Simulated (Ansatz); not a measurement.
# H5NOSi: the cost of one run

Program: Ansatz 0.2.0, Gaussian basis. Level of theory: PBE0-D4/def2-TZVP structures, single points in def2-TZVPP, no counterpoise correction. These are calculated values, not measurements.

Levels: SPW92, PBE-D4, BLYP-D4, r2SCAN-D4, B97M-V, PBE0-D4, B3LYP-D4, r2SCAN0-D4, BHLYP-D4, CAM-B3LYP-D4, wB97X-V, wB97M-V, B2PLYP, PBE-QIDH, RPA on PBE, Hartree-Fock, MP2, CCSD, CCSD(T).

Cores are frozen in the correlated methods. B3LYP uses VWN-RPA correlation. B2PLYP carries no dispersion term here.

94 further runs of the same task are left out: 94 set aside as unsound or not needed.

### 1 The starting structure

The complex: 13 atoms, charge 0, spin multiplicity 1.

Atoms are counted from 1 here; the program's logs count them from 0.

Bond lengths: Si1–O2 1.651 Å, Si1–H3 1.487 Å, Si1–H4 1.479 Å, Si1–N5 1.705 Å, O2–H8 0.958 Å, N5–H9 1.005 Å, N5–H10 1.005 Å, H6–C7 1.090 Å, C7–H11 1.090 Å, C7–H12 1.090 Å, C7–H13 1.090 Å. Angles: O2–Si1–H3 110.7°, O2–Si1–H4 102.5°, O2–Si1–N5 116.0°, H3–Si1–H4 112.8°, H3–Si1–N5 104.6°, H4–Si1–N5 110.6°, Si1–O2–H8 117.1°, Si1–N5–H9 122.4°, Si1–N5–H10 123.9°, H9–N5–H10 112.6°, H6–C7–H11 109.8°, H6–C7–H12 109.5°, H6–C7–H13 109.4°, H11–C7–H12 109.4°, H11–C7–H13 109.4°, H12–C7–H13 109.4°.

Geometry (Å):

| atom | x (Å) | y (Å) | z (Å) |
| --- | --- | --- | --- |
| Si1 | -0.15315 | -0.81315 | 0.81456 |
| O2 | -1.00099 | 0.57501 | 1.09559 |
| H3 | 1.28565 | -0.51457 | 0.58817 |
| H4 | -0.82060 | -1.35716 | -0.38813 |
| N5 | -0.16102 | -1.96059 | 2.07575 |
| H6 | -0.29054 | 1.65979 | -1.39221 |
| C7 | 0.39262 | 1.50126 | -2.22616 |
| H8 | -0.74576 | 1.09497 | 1.85906 |
| H9 | 0.61262 | -2.07249 | 2.70688 |
| H10 | -0.98309 | -2.45247 | 2.38099 |
| H11 | 0.29188 | 2.31451 | -2.94477 |
| H12 | 1.41755 | 1.46914 | -1.85605 |
| H13 | 0.15474 | 0.55565 | -2.71359 |

Its parts: H₅NOSi holds atoms 1, 2, 3, 4, 5, 8, 9, 10; CH₄ holds atoms 6, 7, 11, 12, 13. Each part counts its atoms afresh in its own runs.

### 2 Relaxing H₅NOSi alone

Input file relax-a/in.yaml:

```yaml
crystal:
  periodic: [false, false, false]
  atoms:
    - {symbol: Si, position_ang: [-0.153147, -0.813148, 0.814556]}
    - {symbol: O, position_ang: [-1.000992, 0.575011, 1.095589]}
    - {symbol: H, position_ang: [1.285653, -0.514571, 0.588173]}
    - {symbol: H, position_ang: [-0.820604, -1.357162, -0.388130]}
    - {symbol: N, position_ang: [-0.161020, -1.960590, 2.075750]}
    - {symbol: H, position_ang: [-0.745756, 1.094972, 1.859062]}
    - {symbol: H, position_ang: [0.612618, -2.072486, 2.706883]}
    - {symbol: H, position_ang: [-0.983094, -2.452473, 2.380994]}
basis:
  gaussian: {orbitals: def2-TZVP}
hamiltonian: {xc: pbe0, dispersion: d4}
relax: {f_tol: 0.005, max_steps: 200}
```

Started as:

```bash
> ansatz run in.yaml --threads 4 --pin off --events-out ev --progress --plain --max-ram 9574MiB
```

**Question.** How long does this run take on 4 threads of Arm Neoverse V1, shared host?

About 8 s.
